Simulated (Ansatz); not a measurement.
**Si4Ge2H12: how energies converge with the basis set**

An exercise on one series of results from a longer session: the logs are not shown, and one member is left open.

Computed with Ansatz 0.2.0, Gaussian basis. Level: one geometry, several basis sets.

Plan: PBE0-D4/def2-SVP; ωB97M-V/def2-SVP; PBE0-D4/def2-QZVPP; ωB97M-V/def2-QZVPP; the functionals' def2-TZVPP values are taken from earlier runs.

### The relaxed structure

All runs share one geometry, relaxed beforehand with PBE0-D4 in a triple-zeta def2 set.

SMILES `[SiH2]1[SiH2][SiH2][GeH2][GeH2][SiH2]1`, 18 atoms, charge 0, spin multiplicity 1.

Atoms are counted from 1 here; the program's logs count them from 0.

Bond lengths: Si1–Si2 2.345 Å, Si1–Si6 2.337 Å, Si1–H7 1.491 Å, Si1–H8 1.490 Å, Si2–Si3 2.343 Å, Si2–H9 1.490 Å, Si2–H10 1.490 Å, Si3–Ge4 2.380 Å, Si3–H11 1.489 Å, Si3–H12 1.490 Å, Ge4–Ge5 2.434 Å, Ge4–H13 1.541 Å, Ge4–H14 1.540 Å, Ge5–Si6 2.386 Å, Ge5–H15 1.541 Å, Ge5–H16 1.541 Å, Si6–H17 1.489 Å, Si6–H18 1.490 Å. Angles: Si2–Si1–Si6 109.0°, Si2–Si1–H7 108.7°, Si2–Si1–H8 110.5°, Si6–Si1–H7 108.0°, Si6–Si1–H8 112.5°, H7–Si1–H8 108.2°, Si1–Si2–Si3 110.6°, Si1–Si2–H9 109.3°, Si1–Si2–H10 109.6°, Si3–Si2–H9 109.7°, Si3–Si2–H10 109.4°, H9–Si2–H10 108.2°, Si2–Si3–Ge4 109.0°, Si2–Si3–H11 110.8°, Si2–Si3–H12 108.9°, Ge4–Si3–H11 112.1°, Ge4–Si3–H12 107.7°, H11–Si3–H12 108.2° and more.

Set-up of the first run:

in.yaml

```yaml
crystal:
  periodic: [false, false, false]
  atoms:
    - {symbol: Si, position_ang: [0.579896, 1.944906, 0.722962]}
    - {symbol: Si, position_ang: [2.144604, 0.203938, 0.864915]}
    - {symbol: Si, position_ang: [1.240277, -1.789743, 0.028938]}
    - {symbol: Ge, position_ang: [-0.215975, -1.279741, -1.782785]}
    - {symbol: Ge, position_ang: [-2.167804, -0.145184, -0.872084]}
    - {symbol: Si, position_ang: [-1.558462, 1.074883, 1.085670]}
    - {symbol: H, position_ang: [0.618682, 2.510525, -0.656193]}
    - {symbol: H, position_ang: [0.921901, 3.032808, 1.681570]}
    - {symbol: H, position_ang: [2.543867, 0.015658, 2.288315]}
    - {symbol: H, position_ang: [3.361970, 0.560447, 0.082965]}
    - {symbol: H, position_ang: [2.320220, -2.735058, -0.369031]}
    - {symbol: H, position_ang: [0.426035, -2.434700, 1.097661]}
    - {symbol: H, position_ang: [0.498848, -0.334937, -2.768185]}
    - {symbol: H, position_ang: [-0.641046, -2.540798, -2.557608]}
    - {symbol: H, position_ang: [-2.739469, 0.823177, -1.925113]}
    - {symbol: H, position_ang: [-3.254077, -1.186880, -0.542849]}
    - {symbol: H, position_ang: [-2.560061, 2.138638, 1.373982]}
    - {symbol: H, position_ang: [-1.519416, 0.142071, 2.246872]}
basis:
  gaussian: {orbitals: def2-SVP}
hamiltonian: {xc: pbe0, dispersion: d4}
output: {orbitals: {seedname: orbitals}}
```

Steps of the session up to this table: PBE0-D4 in def2-SVP; ωB97M-V in def2-SVP; PBE0-D4 in def2-QZVPP; ωB97M-V in def2-QZVPP.

One of the session's tables, all rows but one given; the rest of the session is left out.

It belongs to the step «Density functionals: the series». 

```
functional       basis  HOMO (eV)
   PBE0-D4    def2-SVP          ?
   PBE0-D4  def2-TZVPP      -7.62
   PBE0-D4  def2-QZVPP      -7.61
   ωB97M-V    def2-SVP      -9.55
   ωB97M-V  def2-TZVPP      -9.54
   ωB97M-V  def2-QZVPP      -9.53
```

**Question.** Estimate the row for PBE0-D4, def2-SVP.

The run gave: HOMO (eV): -7.66. In the column «HOMO (eV)» it lies between ωB97M-V, def2-QZVPP (-9.53) and PBE0-D4, def2-TZVPP (-7.62).
